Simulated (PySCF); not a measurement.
# IrOBr: structure of the quintet

The task is one start of a wider search on IrOBr: the quintet, from a PBE0 minimum start. It is relaxed, tested by its Hessian and followed downhill if it is a saddle.

Program: PySCF 2.14.0. Level of theory: PBE0, basis Ir def2-SVP with ECP60, O def2-SVP, Br def2-SVP, scalar-relativistic core potentials, no spin–orbit coupling, density fitting. These are calculated values, not measurements.

## (1) The system as given

3 atoms, charge 0, spin multiplicity 5.

Bond lengths: Ir1–O2 1.766 Å, Ir1–Br3 2.433 Å. Angles: O2–Ir1–Br3 180.0°.

```xyz
3
charge 0 multiplicity 5
Ir   -0.5635    0.0000   -0.0772
O    -2.3131    0.0000   -0.3170
Br    1.8467    0.0000    0.2531
```

## (2) The SCF at the typed geometry

One driver script runs all steps and calls PySCF; scf.py shows how it sets up the SCF of each step. The optimiser is the driver's own. After this first run the driver tries any further starts and a stability analysis.

File scf.py:

```python
from pyscf import gto, scf, dft
mol = gto.M(atom='''
Ir    -0.563524     0.000000    -0.077241
O     -2.313058     0.000000    -0.317048
Br     1.846673     0.000000     0.253121''',
    basis={'Ir': 'def2-SVP', 'O': 'def2-SVP', 'Br': 'def2-SVP'},
    ecp={'Ir': 'def2-SVP'},
    charge=0, spin=4)
mf = dft.UKS(mol, xc='PBE0')
mf.grids.atom_grid = (50, 194)
aux = {'Ir': 'def2-universal-JKFIT', 'O': 'def2-universal-JKFIT', 'Br': 'def2-universal-JKFIT'}
mf = mf.density_fit(auxbasis=aux)
mf.conv_tol = 1e-08
mf.diis_space = 10
mf.max_cycle = 60
mf.init_guess = 'minao'
mf.verbose = 4
mf.kernel()
```

Started as:

```console
$ OMP_NUM_THREADS=2 python axn.py task.json out
```

The program printed:

```text
init E= -2740.00433418727
[... the frontier-level lines of each cycle are left out ...]
cycle= 1 E= -2751.21790277472  delta_E= -11.2  |g|= 1.48  |ddm|= 5.94
cycle= 2 E= -2716.83889670856  delta_E= 34.4  |g|= 6.36  |ddm|= 10.5
cycle= 3 E= -2750.75148947544  delta_E= -33.9  |g|= 1.92  |ddm|= 9.58
cycle= 4 E= -2751.67739330416  delta_E= -0.926  |g|= 1.59  |ddm|= 2.94
cycle= 5 E= -2752.71286173906  delta_E= -1.04  |g|= 0.594  |ddm|= 1.31
cycle= 6 E= -2752.88764770696  delta_E= -0.175  |g|= 0.221  |ddm|= 0.669
cycle= 7 E= -2752.9097355984  delta_E= -0.0221  |g|= 0.0757  |ddm|= 0.236
cycle= 8 E= -2752.91226867274  delta_E= -0.00253  |g|= 0.0258  |ddm|= 0.0748
cycle= 9 E= -2752.91279586696  delta_E= -0.000527  |g|= 0.00455  |ddm|= 0.0489
cycle= 10 E= -2752.91281961624  delta_E= -2.37e-05  |g|= 0.00209  |ddm|= 0.0101
cycle= 11 E= -2752.91282599331  delta_E= -6.38e-06  |g|= 0.000928  |ddm|= 0.00541
cycle= 12 E= -2752.91282760286  delta_E= -1.61e-06  |g|= 0.000443  |ddm|= 0.00347
cycle= 13 E= -2752.91282785389  delta_E= -2.51e-07  |g|= 0.000175  |ddm|= 0.00137
cycle= 14 E= -2752.91282787821  delta_E= -2.43e-08  |g|= 6.57e-05  |ddm|= 0.000333
cycle= 15 E= -2752.91282788295  delta_E= -4.74e-09  |g|= 1.1e-05  |ddm|= 0.000223
Extra cycle  E= -2752.91282788257  delta_E= 3.8e-10  |g|= 3.58e-05  |ddm|= 3.95e-05
converged SCF energy = -2752.91282788257  <S^2> = 6.0133991  2S+1 = 5.0053568
```

This step, with its further starts and checks, ran for 19 s (2 threads of Arm Neoverse N1, shared host).

Energies from each starting density:

```
                      start   energy (Eh)
    the minimal-basis guess  -2752.912828
a thermally smeared density  -2752.912832
      a smeared PBE density  -2752.912832
```

The test of internal stability and the other starts found no lower solution of this spin.

## (3) Relaxing the quintet from the PBE0 minimum start

The program finds C∞v symmetry in the start, which this walk keeps.

Edit scf.py of step 2 so:

```diff
@@ -16 +15,0 @@
-mf.init_guess = 'minao'
```

Energy and gradient, step by step:

```
step   energy (Eh)  change (kJ/mol)  largest symmetric gradient (Eh/bohr)
   0  -2752.912832             0.00                               0.00003
```

The walk took 3.4 s.

Positions (Å) and forces (eV/Å) along the way:

```
step 0
Ir  -0.564   0.000  -0.077   0.001   0.000   0.003
O   -2.313   0.000  -0.317   0.000   0.000   0.001
Br   1.847   0.000   0.253  -0.001   0.000  -0.004
```

After 0 steps and 0.0 kJ/mol it ends at C∞v: Ir–Br 2.433 Å, Ir–O 1.766 Å; Br–Ir–O 180.0°.

## (4) Is it a minimum? Harmonic modes

On the finer grid the gradient is checked again; gradients at displacements of ±0.02 bohr then give force constants and infrared intensities.

Edit scf.py of step 3 so:

```diff
@@ -3,2 +3,2 @@
-Ir    -0.563524     0.000000    -0.077241
-O     -2.313058     0.000000    -0.317048
+Ir    -0.563524    -0.000000    -0.077241
+O     -2.313058    -0.000000    -0.317048
@@ -10 +10 @@
-mf.grids.atom_grid = (50, 194)
+mf.grids.atom_grid = (75, 302)
@@ -13 +13 @@
-mf.conv_tol = 1e-08
+mf.conv_tol = 1e-10
```

This SCF starts from the last density.

Log of the central SCF (cycles and frontier levels):

```text
init E= -2752.91286757105
[... the frontier-level lines of each cycle are left out ...]
cycle= 1 E= -2752.91286757103  delta_E= 2e-11  |g|= 6.82e-06  |ddm|= 1.15e-05
Extra cycle  E= -2752.91286757091  delta_E= 1.16e-10  |g|= 1.84e-05  |ddm|= 2.27e-05
converged SCF energy = -2752.91286757091  <S^2> = 6.0133986  2S+1 = 5.0053566
```

The whole step took 50 s.

Geometry: C∞v; Ir–Br 2.433 Å, Ir–O 1.766 Å; Br–Ir–O 180.0°.

Harmonic modes (main isotopes):

```tsv
symmetry	ω (cm⁻¹)	IR (km/mol)	μ (u)
π	38	21.4	20.78
σ+	252	17.2	87.13
σ+	848	32.1	17.10
```

Every mode is real; the point is a minimum.

Constants and moments:

```
Dipole moment                                                   : 0.50 D
Highest occupied level                                          : -7.72 eV
Lowest empty level                                              : -5.19 eV
Rotational constants                                            : 0.03978 cm⁻¹
Zero-point energy                                               : 7.0 kJ/mol
Principal polarisabilities                                      : 34.8, 34.8, 90.0 bohr³
Atomisation energy without zero-point energy                    : 711 kJ/mol
Principal traceless quadrupole moments about the centre of mass : -10.30, 5.15, 5.15 D Å
Entropy at 298.15 K and 1 bar (electronic part: spin only)      : 325.3 J/(mol K)
Heat capacity Cp at 298.15 K                                    : 55.4 J/(mol K)
Enthalpy at 298.15 K above 0 K                                  : 14.64 kJ/mol
Rotational symmetry number                                      : 1
Spin squared ⟨S²⟩                                               : 6.013
```

Populations by atom (charges in e):

```json
{"atom": "Ir1", "Mulliken": "0.59", "Löwdin": "0.16", "polar tensor": "0.97", "spin (Mulliken)": "2.77", "Mayer order to Ir1": "–"}
{"atom": "O2", "Mulliken": "-0.33", "Löwdin": "-0.12", "polar tensor": "-0.45", "spin (Mulliken)": "1.07", "Mayer order to Ir1": "1.75"}
{"atom": "Br3", "Mulliken": "-0.26", "Löwdin": "-0.05", "polar tensor": "-0.52", "spin (Mulliken)": "0.15", "Mayer order to Ir1": "1.06"}
```

Outer orbital energies (eV). α occupied: -11.36, -10.50, -9.87, -9.58, -9.58, -9.13, -7.72, -7.72; empty: -0.30, -0.30, 0.25, 2.14. β occupied: -21.06, -12.22, -10.71, -10.71, -9.27, -9.11, -8.33, -8.33; empty: -5.19, -4.93, -3.67, -3.67.

Mulliken populations on Ir1 (outside its core potential): s 2.79, p 6.30, d 7.28, f 0.04.

## (5) What came out

```
                                          quantity                                        value
                                           minimum                                 quintet, C∞v
                                          geometry  Ir–Br 2.433 Å, Ir–O 1.766 Å; Br–Ir–O 180.0°
                                wavenumbers (cm⁻¹)                   38 (π), 252 (σ+), 848 (σ+)
                                     dipole moment                                       0.50 D
highest occupied, lowest empty level (either spin)                              -7.72, -5.19 eV
                        polar-tensor charge of Ir1                                      +0.97 e
                                 zero-point energy                                   7.0 kJ/mol
                               entropy at 298.15 K                              325.3 J/(mol K)
         atomisation energy (no zero-point energy)                                   711 kJ/mol
                                              ⟨S²⟩                                        6.013
```

**Reading.** The molecule stays C∞v, as typed, and the end point is a minimum. The strongest infrared band lies at 848 cm⁻¹ (σ+, stretch). Most of the spin sits on Ir1 (Mulliken spin 2.77, against 4 for the whole molecule). Other starts or spin states, not run here, may lie lower. Open d and f shells are described by one determinant, and the ground state may have another occupation or spin. With an element this heavy the missing spin–orbit coupling can shift these numbers.

The search up to here took 73 s.
